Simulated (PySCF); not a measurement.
# H4PrS4 (Pr(SH)4-): the cost of one run

The runs use PySCF 2.14.0; PBE0, Pr lcecp-1-SVP with ECP48, S def2-SVP, H def2-SVP; scalar-relativistic core potentials, no spin–orbit coupling.

1 further run of the same task is left out (for a known fault of the program).

## 1. The starting structure

9 atoms, charge -1, spin multiplicity 1.

Bond lengths: Pr1–S2 2.788 Å, Pr1–S4 2.788 Å, Pr1–S6 2.788 Å, Pr1–S8 2.788 Å, S2–H3 1.341 Å, S4–H5 1.341 Å, S6–H7 1.341 Å, S8–H9 1.341 Å. Angles: S2–Pr1–S4 109.5°, S2–Pr1–S6 109.5°, S2–Pr1–S8 109.5°, S4–Pr1–S6 109.5°, S4–Pr1–S8 109.5°, S6–Pr1–S8 109.5°, Pr1–S2–H3 104.2°, Pr1–S4–H5 104.2°, Pr1–S6–H7 104.2°, Pr1–S8–H9 104.2°.

Geometry (Å):

```xyz
9
H4PrS4
Pr    0.00000    0.00000    0.00000
S     1.60980    1.60980    1.60980
H     2.71960    0.88110    1.80030
S    -1.60980   -1.60980    1.60980
H    -2.71960   -0.88110    1.80030
S     1.60980   -1.60980   -1.60980
H     0.88110   -2.71960   -1.80030
S    -1.60980    1.60980   -1.60980
H    -0.88110    2.71960   -1.80030
```

Formal oxidation states: Pr +3. Each metal's 2 4f electrons lie in its core potential, so multiplicities, spins and levels count the valence alone.

## 2. SCF at the start, singlet

File run.py (the lines that set the calculation):

```python
mol = gto.M(atom='''
Pr     0.00000     0.00000     0.00000
S      1.60980     1.60980     1.60980
H      2.71960     0.88110     1.80030
S     -1.60980    -1.60980     1.60980
H     -2.71960    -0.88110     1.80030
S      1.60980    -1.60980    -1.60980
H      0.88110    -2.71960    -1.80030
S     -1.60980     1.60980    -1.60980
H     -0.88110     2.71960    -1.80030''',
    basis={'Pr': 'lcecp-1-SVP', 'S': 'def2-SVP', 'H': 'def2-SVP'},
    ecp={'Pr': 'lcecp-1-SVP'},
    charge=-1, spin=0)
mf = dft.RKS(mol, xc='PBE0')
mf.grids.atom_grid = (50, 194)  # f atoms: unpruned, at least (60, 302)
mf = mf.density_fit()  # fitting sets: Pr AutoAux, S def2-universal-JKFIT, H def2-universal-JKFIT
mf.conv_tol = 1e-08; mf.max_cycle = 55
mf.kernel(dm0)  # dm0: free metal ions and neutral atoms
```

Started as:

```bash
OMP_NUM_THREADS=2 python run.py
```

**Question.** How long does this run take on 2 threads of Arm Neoverse V2, shared host, and how much memory does it need?

About 4.1 s, with a peak of 0.69 GiB.
